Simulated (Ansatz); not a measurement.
# NbTe8Mo3: the cost of one run

Program: Ansatz 0.2.0. Level of theory: DFT PBE, scalar-relativistic, plane waves, PAW. These are calculated values, not measurements.

### 1 The structure to begin with

The structure is trigonal, space group P-3m1 (No. 164). Conventional cell: a = 7.469 Å, b = 7.469 Å, c = 7.175 Å, α = 90.00°, β = 90.00°, γ = 120.00°. Around Nb (site symmetry -3m) lie 6 Te at 2.82 Å. Te (site symmetry 3m) is surrounded by 3 Mo at 2.82 Å. Around Te (site symmetry m) lie 1 Nb at 2.82 Å and 2 Mo at 2.82 Å. Mo (site symmetry 2/m) is surrounded by 6 Te at 2.82 Å.

As a file:

```cif
data_structure
_symmetry_space_group_name_H-M 'P 1'
_symmetry_Int_Tables_number 1
_cell_length_a 7.4693
_cell_length_b 7.4693
_cell_length_c 7.1755
_cell_angle_alpha 90.000
_cell_angle_beta 90.000
_cell_angle_gamma 120.000
_cell_volume 346.69
loop_
_atom_site_label
_atom_site_type_symbol
_atom_site_fract_x
_atom_site_fract_y
_atom_site_fract_z
_atom_site_occupancy
Nb1 Nb 0.00000 0.00000 0.00000 1
Te1 Te 0.33333 0.66667 0.74563 1
Te2 Te 0.33333 0.16667 0.74563 1
Te3 Te 0.83333 0.66667 0.74563 1
Te4 Te 0.83333 0.16667 0.74563 1
Te5 Te 0.16667 0.83333 0.25437 1
Te6 Te 0.16667 0.33333 0.25437 1
Te7 Te 0.66667 0.83333 0.25437 1
Te8 Te 0.66667 0.33333 0.25437 1
Mo1 Mo 0.00000 0.50000 0.00000 1
Mo2 Mo 0.50000 0.50000 0.00000 1
Mo3 Mo 0.50000 0.00000 0.00000 1
```

The start is an ordering of an alloy on its end members' structure types: elements ordered on the sites of the NbTe2 type, Nb/Mo on Nb (P-3m1, No. 164).

### 2 A first look at the guess

input.yaml reads:

```yaml
crystal:
  lattice:
    - [7.46926778, 0.0, 0.0]
    - [-3.73463389, 6.46857565, 0.0]
    - [0.0, 0.0, 7.17549147]
  atoms:
    - { symbol: Nb, position: [0.0, 0.0, 0.0] }
    - { symbol: Te, position: [0.33333333, 0.66666667, 0.74563223] }
    - { symbol: Te, position: [0.33333333, 0.16666667, 0.74563223] }
    - { symbol: Te, position: [0.83333333, 0.66666667, 0.74563223] }
    - { symbol: Te, position: [0.83333333, 0.16666667, 0.74563223] }
    - { symbol: Te, position: [0.16666667, 0.83333333, 0.25436777] }
    - { symbol: Te, position: [0.16666667, 0.33333333, 0.25436777] }
    - { symbol: Te, position: [0.66666667, 0.83333333, 0.25436777] }
    - { symbol: Te, position: [0.66666667, 0.33333333, 0.25436777] }
    - { symbol: Mo, position: [0.0, 0.5, 0.0] }
    - { symbol: Mo, position: [0.5, 0.5, 0.0] }
    - { symbol: Mo, position: [0.5, 0.0, 0.0] }
basis:
  ecutwfc: 420
kpoints:
  mp_grid: { grid: [3, 3, 4] }
hamiltonian:
  xc: pbe
scf:
  occupations: { method: gaussian, width: 0.1 }
  lower_state_search: "off"
output:
  forces: true
  stress: true
  eigenvalues: true
```

On the command line:

```sh
> ansatz run input.yaml --threads 1 --pin off --max-ram 2560MiB --backend cpu --events-out ev --progress --plain --runs-dir out
```

**Question.** How long does this run take on 1 thread of Intel Xeon at 2.70GHz, shared host, and how much memory does it need?

About 30 s, with a peak of 0.78 GiB.
